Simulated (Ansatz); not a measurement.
# BeGaH (singlet): from Hartree-Fock to the top rungs at angle Ga1–Be2–H3 = 73.1°, 6-31G

Aim: climb from Hartree-Fock through coupled cluster and multireference methods for BeGaH (singlet) at one geometry and basis, and see what each rung misses.

Method: 6-31G, core rule «outside noble gas», up to 15 orbitals frozen; program: Ansatz 0.2.0, Gaussian basis.

Plan: UHF; CCSD(T) on RHF; CCSD(T) on UHF; BCCD(T) on RHF; CISD; CCSDT(Q) on RHF; CCSDT(Q) on UHF; CCSDTQ on RHF; CASSCF and MRCISD+Q, 2 electrons in 2 orbitals; CASSCF and NEVPT2, 2 electrons in 2 orbitals; CASSCF and MRCISD+Q, 6 electrons in 9 orbitals; CASSCF and NEVPT2, 6 electrons in 9 orbitals; Full CI.

17 further runs of the same task are left out: 14 that didn't finish, 3 set aside as unsound or not needed. Runs told in other sessions of the task aren't counted.

## 1. What is computed

The geometry derives from a PBE0/def2-TZVP stationary point (not a proven minimum). One angle is set to the value named; bond lengths are kept. No spin-orbit coupling is included. The filled d shell of Ga may be among the frozen orbitals whatever the setting's name suggests.

3 atoms, charge 0, spin multiplicity 1.

Atoms are counted from 1 here; the program's logs count them from 0.

Bond lengths: Be2–H3 1.359 Å.

## 2. UHF

The input, in.yaml:

```yaml
crystal:
  periodic: [false, false, false]
  atoms:
    - {symbol: Ga, position_ang: [0.240936, 0.000000, 0.199074]}
    - {symbol: Be, position_ang: [-1.786357, 0.000000, -1.303784]}
    - {symbol: H, position_ang: [-0.694324, 0.000000, -2.113321]}
basis:
  gaussian: {orbitals: 6-31G}
magnetization: {spin_polarized: true, initial_magnetization: 0}
hamiltonian: {xc: hf}
output: {orbitals: {seedname: orbitals}}
```

On the command line:

```console
ansatz run in.yaml --threads 1 --pin off --events-out ev --progress --plain --max-ram 2393MiB
```

Further steps of the session: CCSD(T) on RHF; CCSD(T) on UHF; BCCD(T) on RHF; CISD; CCSDT(Q) on RHF; CCSDT(Q) on UHF; CCSDTQ on RHF; CASSCF and MRCISD+Q, 2 electrons in 2 orbitals; CASSCF and NEVPT2, 2 electrons in 2 orbitals; CASSCF and MRCISD+Q, 6 electrons in 9 orbitals; CASSCF and NEVPT2, 6 electrons in 9 orbitals; Full CI.

**Question.** What will the summary of the whole plan be? Wanted: FCI from the RHF energy; RMP2 from FCI; UMP2 from FCI; RCCSD from FCI; RCCSD(T) from FCI; UCCSD(T) from FCI; RCCSDT(Q) from FCI; UCCSDT(Q) from FCI; NEVPT2 pair from FCI.

The runs gave:

| quantity | value |
| --- | --- |
| FCI from the RHF energy | -2.5617 eV |
| RMP2 from FCI | +89.5 kJ/mol |
| UMP2 from FCI | +87.0 kJ/mol |
| RCCSD from FCI | +10.6 kJ/mol |
| RCCSD(T) from FCI | +3.4 kJ/mol |
| UCCSD(T) from FCI | +5.1 kJ/mol |
| RCCSDT(Q) from FCI | +0.2 kJ/mol |
| UCCSDT(Q) from FCI | +0.2 kJ/mol |
| NEVPT2 pair from FCI | +60.5 kJ/mol |
| MRCISD+Q pair from FCI | +0.2 kJ/mol |
| NEVPT2 valence from FCI | +12.8 kJ/mol |
| levels within 1 kcal/mol (43 meV) | RCCSD(T), BCCD(T), RCCSDT, UCCSDT, RCCSDT(Q), UCCSDT(Q), RCCSDTQ, MRCISD+Q pair, MRCISD valence, MRCISD+Q valence |
| T1 diagnostic | 0.050 |
| effectively unpaired electrons | 0.33 |

In words: RCCSD(T) misses by +3.4 kJ/mol, 1.4 % of the correlation energy. The occupations show static correlation (0.33 effectively unpaired electrons where one determinant has 0). Of the multireference levels listed MRCISD+Q pair comes nearest in total energy (+0.2 kJ/mol), which doesn't show that its space is the better one. These misses are within one basis, not against nature.
